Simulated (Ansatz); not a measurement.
**CHFOSi (SMILES O=C=[SiH]F): single points off equilibrium**

One table from this session's results is given with a row withheld; the runs are named, their logs left out.

Program: Ansatz 0.2.0, Gaussian basis. Level of theory: single points in def2-TZVPP. These are calculated values, not measurements.

Cores are frozen in the correlated methods.

### Where the work starts

SMILES `O=C=[SiH]F`, 5 atoms, charge 0, spin multiplicity 1.

Atoms are counted from 1 here; the program's logs count them from 0.

Bond lengths: O1–C2 1.072 Å, C2–Si3 1.828 Å, Si3–F4 1.770 Å, Si3–H5 1.468 Å. Angles: O1–C2–Si3 137.7°, C2–Si3–F4 104.6°, C2–Si3–H5 107.3°, F4–Si3–H5 96.4°.

As a file:

```xyz
5
CHFOSi
O     0.20950   -1.38140    1.59680
C     0.30250   -0.87090    0.65870
Si   -0.14620    0.75510   -0.04510
F    -1.26550    0.37590   -1.36240
H     0.96950    1.18410   -0.89760
```

The first run:

run/in.yaml reads:

```yaml
crystal:
  periodic: [false, false, false]
  atoms:
    - {symbol: O, position_ang: [0.209500, -1.381400, 1.596800]}
    - {symbol: C, position_ang: [0.302500, -0.870900, 0.658700]}
    - {symbol: Si, position_ang: [-0.146200, 0.755100, -0.045100]}
    - {symbol: F, position_ang: [-1.265500, 0.375900, -1.362400]}
    - {symbol: H, position_ang: [0.969500, 1.184100, -0.897600]}
basis:
  gaussian: {orbitals: def2-TZVPP}
correlation: {method: ccsd_t}
output: {forces: true}
```

No record of the launch command was kept for these runs.

Steps of the session up to this table: CCSD(T)/def2-TZVPP; PBE0-D4/def2-TZVPP; wB97M-V/def2-TZVPP; r2SCAN-D4/def2-TZVPP; PBE-D4/def2-TZVPP; r2SCAN0-D4/def2-TZVPP; revPBE-D4/def2-TZVPP.

One of the session's tables, all rows but one given; the rest of the session is left out.

| method | RMS force component (eV/Å) | angle to CCSD(T) forces (°) | dipole (D) |
| --- | --- | --- | --- |
| CCSD(T) | 4.044 | reference | 2.64 |
| PBE0-D4 | 3.676 | 1.9 | 2.52 |
| wB97M-V | 3.556 | 2.5 | 2.67 |
| r2SCAN-D4 | ? | ? | ? |
| PBE-D4 | 4.272 | 5.3 | 2.33 |
| r2SCAN0-D4 | 3.479 | 4.7 | 2.54 |
| revPBE-D4 | 4.378 | 5.9 | 2.33 |

**Question.** Estimate the row for r2SCAN-D4.

**Answer.** RMS force component (eV/Å): 3.936; angle to CCSD(T) forces (°): 2.3; dipole (D): 2.39. In the column «RMS force component (eV/Å)» it lies between PBE0-D4 (3.676) and CCSD(T) (4.044).
